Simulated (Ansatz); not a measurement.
**GaH₃OS: up Jacob's ladder to CCSD(T)**

One table from this session's results is given with a row withheld; the runs are named, their logs left out.

Program: Ansatz 0.2.0, Gaussian basis. Level of theory: functionals in def2-TZVPP, the program's frozen cores in correlated methods. These are calculated values, not measurements.

Levels to be run: LDA (SPW92), PBE-D4, revPBE-D4, BLYP-D4, r2SCAN-D4, B97M-V, PBE0-D4, B3LYP-D4, r2SCANh-D4, r2SCAN0-D4, HSE06-D4, BHLYP-D4, CAM-B3LYP-D4, LC-ωPBE, ωB97X-V, ωB97M-V, B2PLYP, PBE-QIDH; CCSD(T)/def2-SVP; CCSD(T)/def2-TZVPP; MP2/def2-QZVPP; extrapolation to the limit; RPA on PBE.

## The relaxed structure

All runs share one geometry, relaxed beforehand with PBE0-D4 in a triple-zeta def2 set.

SMILES `[OH][GaH][SH]`, 6 atoms, charge 0, spin multiplicity 1.

Atoms are counted from 1 here; the program's logs count them from 0.

Bond lengths: O1–Ga2 1.786 Å, O1–H4 0.959 Å, Ga2–S3 2.188 Å, Ga2–H5 1.554 Å, S3–H6 1.345 Å. Angles: Ga2–O1–H4 114.2°, O1–Ga2–S3 112.6°, O1–Ga2–H5 123.1°, S3–Ga2–H5 124.3°, Ga2–S3–H6 92.3°.

The first run:

in.yaml reads:

```yaml
crystal:
  periodic: [false, false, false]
  atoms:
    - {symbol: O, position_ang: [-1.257706, -0.599896, -0.167364]}
    - {symbol: Ga, position_ang: [0.267314, 0.283504, -0.455024]}
    - {symbol: S, position_ang: [1.536465, 0.374881, 1.325001]}
    - {symbol: H, position_ang: [-1.832027, -0.651943, -0.934033]}
    - {symbol: H, position_ang: [0.636810, 0.913053, -1.827398]}
    - {symbol: H, position_ang: [0.649144, -0.319599, 2.058827]}
basis:
  gaussian: {orbitals: def2-TZVPP}
hamiltonian: {xc: lda}
output: {orbitals: {seedname: orbitals}}
```

Among the steps run: LDA; PBE-D4 (GGA); revPBE-D4 (GGA); BLYP-D4 (GGA); r2SCAN-D4 (meta-GGA); B97M-V (meta-GGA); PBE0-D4 (hybrid); B3LYP-D4 (hybrid); r2SCANh-D4 (hybrid); r2SCAN0-D4 (hybrid); HSE06-D4 (hybrid); BHLYP-D4 (hybrid); CAM-B3LYP-D4 (range-separated); LC-ωPBE (range-separated); ωB97X-V (range-separated); ωB97M-V (range-separated); B2PLYP (double hybrid); PBE-QIDH (double hybrid).

One of the session's tables, all rows but one given; the rest of the session is left out.

It belongs to the step «Frontier levels by functional». 

| functional | HOMO (eV) | gap (eV) |
| --- | --- | --- |
| LDA (SPW92) | -6.57 | 4.68 |
| PBE-D4 | -6.43 | 4.81 |
| revPBE-D4 | -6.38 | 4.87 |
| BLYP-D4 | -6.27 | 4.70 |
| r2SCAN-D4 | -6.73 | 5.36 |
| B97M-V | -6.79 | 5.25 |
| PBE0-D4 | -7.66 | 6.80 |
| B3LYP-D4 | -7.41 | 6.28 |
| r2SCANh-D4 | -7.18 | 6.08 |
| r2SCAN0-D4 | -7.86 | 7.15 |
| HSE06-D4 | -7.26 | 6.03 |
| BHLYP-D4 | -8.73 | 8.58 |
| CAM-B3LYP-D4 | -8.97 | 8.99 |
| LC-ωPBE | -10.39 | 11.56 |
| ωB97X-V | ? | ? |
| ωB97M-V | -9.85 | 10.69 |

Estimate the missing values for ωB97X-V.

The run gave: HOMO (eV): -10.02; gap (eV): 11.06. In the column «HOMO (eV)» it lies between LC-ωPBE (-10.39) and ωB97M-V (-9.85).
